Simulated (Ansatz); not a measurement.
# ScGe+ (quintet): wave-function methods side by side at distance Sc1–Ge2 = 2.037 Å, def2-SVP

How much of the correlation energy of ScGe+ (quintet) does each wave-function method recover here?

Program: Ansatz 0.2.0, Gaussian basis. Level of theory: def2-SVP, core rule «outside noble gas», up to 23 orbitals frozen. These are calculated values, not measurements.

The runs, in order: UHF; CCSD(T) on ROHF; CCSD(T) on UHF; CISD as a restricted active space (open shells left free, so some higher excitations enter); CCSDT(Q) on ROHF; CCSDT(Q) on UHF; CASSCF and MRCISD+Q, 6 electrons in 6 orbitals; CASSCF and NEVPT2, 6 electrons in 6 orbitals; Full CI.

55 further runs of the same task are left out: 27 for a known fault of the program, 22 that didn't finish, 6 set aside as unsound or not needed. Runs told in other sessions of the task aren't counted.

## Step 1: The geometry

The geometry derives from a PBE0/def2-TZVP stationary point (not a proven minimum). One bond is set to the value named and the two fragments are kept rigid. No spin-orbit coupling is included. The filled d shell of Ge may be among the frozen orbitals whatever the setting's name suggests.

2 atoms, charge 1, spin multiplicity 5.

Atoms are counted from 1 here; the program's logs count them from 0.

Bond lengths: Sc1–Ge2 2.037 Å.

Coordinates:

```xyz
2
GeSc
Sc    0.0000    0.0000    0.0000
Ge    0.0000    0.0000    2.0370
```

## Step 2: UHF

in.yaml

```yaml
crystal:
  periodic: [false, false, false]
  atoms:
    - {symbol: Sc, position_ang: [0.000000, 0.000000, 0.000000]}
    - {symbol: Ge, position_ang: [0.000000, 0.000000, 2.037000]}
basis:
  gaussian: {orbitals: def2-SVP}
total_charge: 1
magnetization: {spin_polarized: true, initial_magnetization: 4}
hamiltonian: {xc: hf}
output: {orbitals: {seedname: orbitals}}
```

The run is started by

```
$ ansatz run in.yaml --threads 1 --pin off --events-out ev --progress --plain --max-ram 2393MiB
```

After this run come: CCSD(T) on ROHF; CCSD(T) on UHF; CISD as a restricted active space (open shells left free, so some higher excitations enter); CCSDT(Q) on ROHF; CCSDT(Q) on UHF; CASSCF and MRCISD+Q, 6 electrons in 6 orbitals; CASSCF and NEVPT2, 6 electrons in 6 orbitals; Full CI.

**Question.** What will the summary of the whole plan be? Wanted: FCI from the RHF energy; RMP2 from FCI; UMP2 from FCI; RCCSD from FCI; RCCSD(T) from FCI; UCCSD(T) from FCI; RCCSDT(Q) from FCI; UCCSDT(Q) from FCI; NEVPT2 pair from FCI.

As calculated:

| quantity | value |
| --- | --- |
| FCI from the ROHF energy | -2.5795 eV |
| RMP2 from FCI | +64.7 kJ/mol |
| UMP2 from FCI | +63.3 kJ/mol |
| RCCSD from FCI | +13.4 kJ/mol |
| RCCSD(T) from FCI | +3.5 kJ/mol |
| UCCSD(T) from FCI | +0.4 kJ/mol |
| RCCSDT(Q) from FCI | -0.2 kJ/mol |
| UCCSDT(Q) from FCI | -3.4 kJ/mol |
| NEVPT2 pair from FCI | +69.9 kJ/mol |
| MRCISD+Q pair from FCI | +1.9 kJ/mol |
| levels within 1 kcal/mol (43 meV) | RCCSD(T), UCCSD(T), RCCSDT, UCCSDT, RCCSDT(Q), UCCSDT(Q), MRCISD+Q pair |
| T1 diagnostic | 0.041 |
| effectively unpaired electrons | 4.03 |

RCCSD(T) lands +3.5 kJ/mol from the yardstick (1.4 % of the correlation energy). CCSD(T) misses by +3.5 kJ/mol on the restricted determinant and by +0.4 kJ/mol on the unrestricted one; the two need not hold the same state or core. UCCSDT, UCCSDT(Q) fall below full CI: unrestricted runs freeze a spin-polarised core, another one than full CI's, and coupled cluster isn't variational. The occupations are near whole numbers, but T1 = 0.041 shows that the orbitals relax strongly. Of the multireference levels listed MRCISD+Q pair comes nearest in total energy (+1.9 kJ/mol), which doesn't show that its space is the better one. These misses are within one basis, not against nature; the frozen cores of restricted and unrestricted runs differ, which can shift their rows.

Levels on UHF freeze UHF's core orbitals, full CI those of ROHF, so the U rows can settle a little off it for that reason alone.
